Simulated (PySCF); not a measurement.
# Cl2H4O3Si3: magnetic properties

Aim: compute the magnetic properties of Cl2H4O3Si3.

Computed with PySCF 2.14.0 and routines of our own; the level stands in each step. Atoms count from 0.

## 1. The starting structure

12 atoms, charge 0, multiplicity 1; geometry from: GFN2-xTB.

## 2. Magnetic properties: GIAO BP86/def2-SVP

What the job is given:

```
{"job": {"kind": "mag", "xc": "BP86", "basis": "def2-SVP"}, "charge": 0, "multiplicity": 1}
Si    -1.150650     0.996660    -0.587350
Cl    -0.943010     2.968420    -0.624100
Cl    -2.868610     0.326720    -1.322100
O     -1.038860     0.509510     0.947690
Si     0.039050    -0.473760     1.686880
O      1.113510    -0.957150     0.568210
Si     1.265450    -0.654100    -1.020970
O      0.049850     0.351120    -1.452820
H     -0.717550    -1.637930     2.106270
H      0.743280     0.361400     2.640460
H      1.020550    -1.895290    -1.732500
H      2.487000     0.104410    -1.209680
```

Level: GIAO BP86/def2-SVP magnetisability, rotational g tensor and spin-rotation constants, non-relativistic, gas phase.

Started as:

```bash
$ OMP_NUM_THREADS=1 python excited_run.py task.json out
```

The driver reads the jobs from task.json and runs them one after another.

What it wrote:

```text
coarse grid: 13864 points
cycle   1  E = -2016.0406503496  dE =  1.533e+00  |g| = 1.372e+00  |ddm| = 3.961e+00
cycle   2  E = -2014.9147273742  dE =  1.126e+00  |g| = 2.732e+00  |ddm| = 3.556e+00
cycle   3  E = -2016.3811522654  dE = -1.466e+00  |g| = 2.026e-01  |ddm| = 2.748e+00
cycle   4  E = -2016.3893606731  dE = -8.208e-03  |g| = 1.094e-01  |ddm| = 4.129e-01
cycle   5  E = -2016.3922634253  dE = -2.903e-03  |g| = 3.128e-02  |ddm| = 1.462e-01
cycle   6  E = -2016.3924716666  dE = -2.082e-04  |g| = 9.537e-03  |ddm| = 3.312e-02
cycle   7  E = -2016.3924869810  dE = -1.531e-05  |g| = 3.793e-03  |ddm| = 1.060e-02
cycle   8  E = -2016.3924903152  dE = -3.334e-06  |g| = 3.614e-04  |ddm| = 4.080e-03
final grid: 114384 points
cycle   9  E = -2016.7227139092  dE = -9.576e-06  |g| = 1.088e-02  |ddm| = 2.320e-02
cycle  10  E = -2016.7226484421  dE =  6.547e-05  |g| = 2.139e-02  |ddm| = 2.648e-02
cycle  11  E = -2016.7227360473  dE = -8.761e-05  |g| = 6.587e-04  |ddm| = 1.811e-02
cycle  12  E = -2016.7227361430  dE = -9.570e-08  |g| = 1.792e-04  |ddm| = 8.426e-04
cycle  13  E = -2016.7227361476  dE = -4.668e-09  |g| = 1.053e-04  |ddm| = 2.272e-04
cycle  14  E = -2016.7227361498  dE = -2.129e-09  |g| = 1.118e-05  |ddm| = 9.097e-05
cycle  15  E = -2016.7227361498  dE = -2.728e-11  |g| = 3.657e-06  |ddm| = 1.986e-05
converged SCF energy = -2016.7227361498

Magnetisability tensor (1e-30 J/T^2)
    -1575.69       -8.32       -5.02
       -8.32    -1582.21       -2.53
       -5.02       -2.53    -1565.50
isotropic -1574.47   principal values   -1588.94  -1571.07  -1563.39
isotropic susceptibility -94.817 1e-6 cm^3/mol

Inertial axes            a          b          c
rot. const./GHz      1.2645     0.6800     0.6764
chi total           -94.612    -95.688    -94.150
chi diamagnetic   -1027.985  -1777.088  -1751.967
chi paramagnetic    933.373   1681.400   1657.817
quadrupole/D A       -0.046     -1.885      1.931
g nuclear            0.5273     0.5233     0.5118
g electronic        -0.5545    -0.5372    -0.5268
g total             -0.0271    -0.0139    -0.0150

Spin-rotation constants (kHz, H = +C I.J)
atom  isotope        aa         bb         cc
  1   35Cl        0.226      0.067      0.145
  2   35Cl        0.226      0.067      0.145
  8     1H       -0.106      0.012     -0.038
  9     1H       -0.106      0.013     -0.040
 10     1H       -0.106      0.014     -0.040
 11     1H       -0.106      0.011     -0.038
  0   29Si*      -0.663     -0.319     -0.369
  3    17O*      -0.213     -0.107     -0.076
  4   29Si*      -0.683     -0.337     -0.360
  5    17O*      -0.065     -0.099     -0.107
* in the singly substituted isotopologue
```

It took 24 s on 1 thread of Intel Xeon 6975P-C, shared host; peak memory 0.59 GiB.

Key values:

```csv
quantity,value
magnetisability,-1574·10⁻³⁰ J/T²
molar susceptibility,-94.8·10⁻⁶ cm³/mol
"rotational g (a, b, c)","-0.0271, -0.0139, -0.0150"
```

## 3. Magnetic properties: GIAO HF/def2-SVP

Settings changed since step 2:

```diff
@@ -1,2 +1,2 @@
-{"job": {"kind": "mag", "xc": "BP86", "basis": "def2-SVP"}, "charge": 0, "multiplicity": 1}
+{"job": {"kind": "mag", "xc": "HF", "basis": "def2-SVP"}, "charge": 0, "multiplicity": 1}
 Si    -1.150650     0.996660    -0.587350
```

With the program's defaults for keys left out, this is: GIAO HF/def2-SVP magnetisability, rotational g tensor and spin-rotation constants, non-relativistic, gas phase.

What it wrote:

```text
final grid: 114384 points
cycle   1  E = -2012.1917040634  dE =  1.668e+00  |g| = 8.793e-01  |ddm| = 3.658e+00
cycle   2  E = -2012.3236260199  dE = -1.319e-01  |g| = 4.767e-01  |ddm| = 1.058e+00
cycle   3  E = -2012.3675028737  dE = -4.388e-02  |g| = 6.427e-02  |ddm| = 3.719e-01
cycle   4  E = -2012.3687976732  dE = -1.295e-03  |g| = 1.446e-02  |ddm| = 1.047e-01
cycle   5  E = -2012.3688678565  dE = -7.018e-05  |g| = 3.519e-03  |ddm| = 2.359e-02
cycle   6  E = -2012.3688728751  dE = -5.019e-06  |g| = 9.775e-04  |ddm| = 5.803e-03
cycle   7  E = -2012.3688733793  dE = -5.042e-07  |g| = 2.985e-04  |ddm| = 1.958e-03
cycle   8  E = -2012.3688734191  dE = -3.978e-08  |g| = 1.206e-04  |ddm| = 5.784e-04
cycle   9  E = -2012.3688734238  dE = -4.788e-09  |g| = 2.288e-05  |ddm| = 1.806e-04
cycle  10  E = -2012.3688734241  dE = -2.565e-10  |g| = 3.364e-06  |ddm| = 5.326e-05
converged SCF energy = -2012.3688734241

Magnetisability tensor (1e-30 J/T^2)
    -1663.28       -9.23       -2.92
       -9.23    -1669.52       -3.28
       -2.92       -3.28    -1656.61
isotropic -1663.14   principal values   -1677.08  -1656.84  -1655.50
isotropic susceptibility -100.157 1e-6 cm^3/mol

Inertial axes            a          b          c
rot. const./GHz      1.2645     0.6800     0.6764
chi total           -99.777   -100.996    -99.697
chi diamagnetic   -1030.999  -1779.550  -1755.709
chi paramagnetic    931.222   1678.555   1656.012
quadrupole/D A       -0.146     -2.922      3.068
g nuclear            0.5273     0.5233     0.5118
g electronic        -0.5532    -0.5363    -0.5262
g total             -0.0258    -0.0130    -0.0144

Spin-rotation constants (kHz, H = +C I.J)
atom  isotope        aa         bb         cc
  1   35Cl        0.150      0.044      0.098
  2   35Cl        0.150      0.044      0.098
  8     1H       -0.118      0.006     -0.043
  9     1H       -0.118      0.008     -0.045
 10     1H       -0.118      0.009     -0.045
 11     1H       -0.118      0.006     -0.043
  0   29Si*      -0.583     -0.286     -0.325
  3    17O*      -0.162     -0.078     -0.059
  4   29Si*      -0.608     -0.285     -0.319
  5    17O*      -0.050     -0.073     -0.080
* in the singly substituted isotopologue
```

Wall time 10 s (1 thread of Intel Xeon 6975P-C, shared host); peak memory 0.69 GiB.

Key values:

```csv
quantity,value
magnetisability,-1663·10⁻³⁰ J/T²
molar susceptibility,-100.2·10⁻⁶ cm³/mol
"rotational g (a, b, c)","-0.0258, -0.0130, -0.0144"
```

## 4. Magnetic properties side by side

```csv
level,ξ (10⁻³⁰ J/T²),g(a),g(b),gap (eV),functions,time
GIAO BP86/def2-SVP,-1574,-0.0271,-0.0139,7.12,152,24 s
GIAO HF/def2-SVP,-1663,-0.0258,-0.0130,16.66,152,10 s
```

## 5. What came out

| quantity | value |
| --- | --- |
| magnetisability (step 2, GIAO BP86/def2-SVP) | -1574·10⁻³⁰ J/T² |
| molar susceptibility (step 2, GIAO BP86/def2-SVP) | -94.8·10⁻⁶ cm³/mol |
| rotational g (a, b, c) (step 2, GIAO BP86/def2-SVP) | -0.0271, -0.0139, -0.0150 |
| magnetisability over the levels | -1663 to -1574·10⁻³⁰ J/T² |

In words: The magnetisability spreads by 5.5 % over 2 levels, from GIAO HF/def2-SVP (10 s) to GIAO BP86/def2-SVP (24 s); the runs took 10 s to 24 s. Two levels can agree by chance, so this spread shows no convergence. Vibrational averaging and real surroundings are missing from these values.
